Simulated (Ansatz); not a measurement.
# Cu4O: the cost of one run

Program: Ansatz 0.2.0. Level of theory: DFT PBE, scalar-relativistic, plane waves, PAW. These are calculated values, not measurements.

## (1) The system as given

The structure is cubic, space group Pm-3m (No. 221). Conventional cell: a = 3.830 Å, b = 3.830 Å, c = 3.830 Å, α = 90.00°, β = 90.00°, γ = 90.00°. Cu (site symmetry m-3m) is surrounded by 6 Cu at 1.91 Å. Around Cu (site symmetry 4/mmm) lie 10 Cu at 1.91 to 2.71 Å and 4 O at 2.71 Å. Around O (site symmetry m-3m) lie 12 Cu at 2.71 Å.

Coordinates:

```xyz
5
Lattice="3.8297 0.0000 0.0000 0.0000 3.8297 0.0000 0.0000 0.0000 3.8297" Properties=species:S:1:pos:R:3 pbc="T T T"
Cu    1.9148    1.9148    1.9148
Cu    0.0000    1.9148    1.9148
Cu    1.9148    0.0000    1.9148
Cu    1.9148    1.9148    0.0000
O     0.0000    0.0000    0.0000
```

The cell is invented: species swapped into a database cell of Mn4N (Pm-3m, No. 221). The dimensions are guesses.

## (2) The guess as it stands, on a coarse mesh

Input file input.yaml:

```yaml
crystal:
  lattice:
    - [3.82966404, 0.0, 0.0]
    - [0.0, 3.82966404, 0.0]
    - [0.0, 0.0, 3.82966404]
  atoms:
    - { symbol: Cu, position: [0.5, 0.5, 0.5], spin: 1.0 }
    - { symbol: Cu, position: [0.0, 0.5, 0.5], spin: 1.0 }
    - { symbol: Cu, position: [0.5, 0.0, 0.5], spin: -1.0 }
    - { symbol: Cu, position: [0.5, 0.5, 0.0], spin: -1.0 }
    - { symbol: O, position: [0.0, 0.0, 0.0] }
basis:
  ecutwfc: 420
kpoints:
  mp_grid: { grid: [4, 4, 4] }
hamiltonian:
  xc: pbe
scf:
  occupations: { method: gaussian, width: 0.1 }
  lower_state_search: "off"
output:
  forces: true
  stress: true
  eigenvalues: true
  populations: true
magnetization:
  spin_polarized: true
```

Command:

```
ansatz run input.yaml --threads 1 --pin off --max-ram 2560MiB --backend cpu --events-out ev --progress --plain --runs-dir out
```

**Question.** How long does this run take on 1 thread of Arm Neoverse V2, shared host, and how much memory does it need?

About 12 s, with a peak of 0.37 GiB.
